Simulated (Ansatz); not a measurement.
# Si₂SnH₈: up Jacob's ladder to CCSD(T)

An exercise on one series of results from a longer session: the logs are not shown, and one member is left open.

Computed with Ansatz 0.2.0, Gaussian basis. Level: functionals in def2-TZVPP, the program's frozen cores in correlated methods.

Levels to be run: LDA (SPW92), PBE-D4, revPBE-D4, BLYP-D4, r2SCAN-D4, B97M-V, PBE0-D4, B3LYP-D4, r2SCANh-D4, r2SCAN0-D4, HSE06-D4, BHLYP-D4, CAM-B3LYP-D4, LC-ωPBE, ωB97X-V, ωB97M-V, B2PLYP, PBE-QIDH; CCSD(T)/def2-SVP; CCSD(T)/def2-TZVPP; MP2/def2-QZVPP; extrapolation to the limit; RPA on PBE.

## Structure used throughout

The geometry comes from an earlier relaxation with PBE0-D4 in a triple-zeta def2 set; it is a stationary point, not always the lowest conformer. Sn takes the def2 core potential; no spin-orbit term is included.

11 atoms, charge 0, spin multiplicity 1.

Atoms are counted from 1 here; the program's logs count them from 0.

Bond lengths: Si1–Sn2 2.563 Å, Si1–H4 1.487 Å, Si1–H5 1.487 Å, Si1–H6 1.487 Å, Sn2–Si3 2.563 Å, Sn2–H7 1.711 Å, Sn2–H8 1.711 Å, Si3–H9 1.487 Å, Si3–H10 1.487 Å, Si3–H11 1.487 Å. Angles: Sn2–Si1–H4 111.0°, Sn2–Si1–H5 109.8°, Sn2–Si1–H6 109.8°, H4–Si1–H5 108.8°, H4–Si1–H6 108.8°, H5–Si1–H6 108.6°, Si1–Sn2–Si3 111.1°, Si1–Sn2–H7 109.6°, Si1–Sn2–H8 109.6°, Si3–Sn2–H7 109.6°, Si3–Sn2–H8 109.6°, H7–Sn2–H8 107.2°, Sn2–Si3–H9 109.8°, Sn2–Si3–H10 109.8°, Sn2–Si3–H11 111.0°, H9–Si3–H10 108.6°, H9–Si3–H11 108.8°, H10–Si3–H11 108.8°.

Geometry (Å):

```xyz
11
charge 0, multiplicity 1
Si   -1.6567    1.1650   -0.7102
Sn   -0.4308   -0.9350    0.0986
Si    2.0220   -0.4229    0.6356
H    -3.0816    0.8673   -1.0148
H    -1.0040    1.6880   -1.9396
H    -1.6019    2.2168    0.3394
H    -1.2069   -1.5520    1.4926
H    -0.5140   -2.1477   -1.1052
H     2.7064    0.0965   -0.5780
H     2.0997    0.6104    1.7020
H     2.7330   -1.6437    1.1000
```

Set-up of the first run:

in.yaml

```yaml
crystal:
  periodic: [false, false, false]
  atoms:
    - {symbol: Si, position_ang: [-1.656720, 1.164974, -0.710156]}
    - {symbol: Sn, position_ang: [-0.430771, -0.934992, 0.098558]}
    - {symbol: Si, position_ang: [2.022015, -0.422904, 0.635617]}
    - {symbol: H, position_ang: [-3.081550, 0.867297, -1.014833]}
    - {symbol: H, position_ang: [-1.003995, 1.688008, -1.939552]}
    - {symbol: H, position_ang: [-1.601871, 2.216817, 0.339450]}
    - {symbol: H, position_ang: [-1.206903, -1.551986, 1.492628]}
    - {symbol: H, position_ang: [-0.514049, -2.147675, -1.105165]}
    - {symbol: H, position_ang: [2.706375, 0.096470, -0.578036]}
    - {symbol: H, position_ang: [2.099655, 0.610430, 1.702023]}
    - {symbol: H, position_ang: [2.733014, -1.643740, 1.099965]}
basis:
  gaussian: {orbitals: def2-TZVPP}
hamiltonian: {xc: lda}
output: {orbitals: {seedname: orbitals}}
```

Steps of the session up to this table: LDA; PBE-D4 (GGA); revPBE-D4 (GGA); BLYP-D4 (GGA); r2SCAN-D4 (meta-GGA); B97M-V (meta-GGA); PBE0-D4 (hybrid); B3LYP-D4 (hybrid); r2SCANh-D4 (hybrid); r2SCAN0-D4 (hybrid); HSE06-D4 (hybrid); BHLYP-D4 (hybrid); CAM-B3LYP-D4 (range-separated); LC-ωPBE-D4 (range-separated; the results give it without D4); ωB97X-V (range-separated); ωB97M-V (range-separated); B2PLYP (double hybrid); PBE-QIDH (double hybrid).

One table of the session follows, with a row left open; its other results are not shown here.

It belongs to the step «Frontier levels by functional». 

```
  functional  HOMO (eV)  gap (eV)
 LDA (SPW92)      -6.78      5.40
      PBE-D4      -6.67      5.50
   revPBE-D4      -6.63      5.54
     BLYP-D4      -6.50      5.44
   r2SCAN-D4      -6.90      6.04
      B97M-V      -7.03      5.96
     PBE0-D4      -7.66      7.28
    B3LYP-D4      -7.45      6.86
  r2SCANh-D4      -7.26      6.66
  r2SCAN0-D4      -7.80      7.59
    HSE06-D4      -7.27      6.53
    BHLYP-D4      -8.51      8.96
CAM-B3LYP-D4      -8.82      9.37
     LC-ωPBE     -10.09     11.70
     ωB97X-V      -9.78     11.29
     ωB97M-V          ?         ?
```

**Question.** Estimate the row for ωB97M-V.

**Answer.** HOMO (eV): -9.58; gap (eV): 10.75. In the column «HOMO (eV)» it lies between ωB97X-V (-9.78) and CAM-B3LYP-D4 (-8.82).
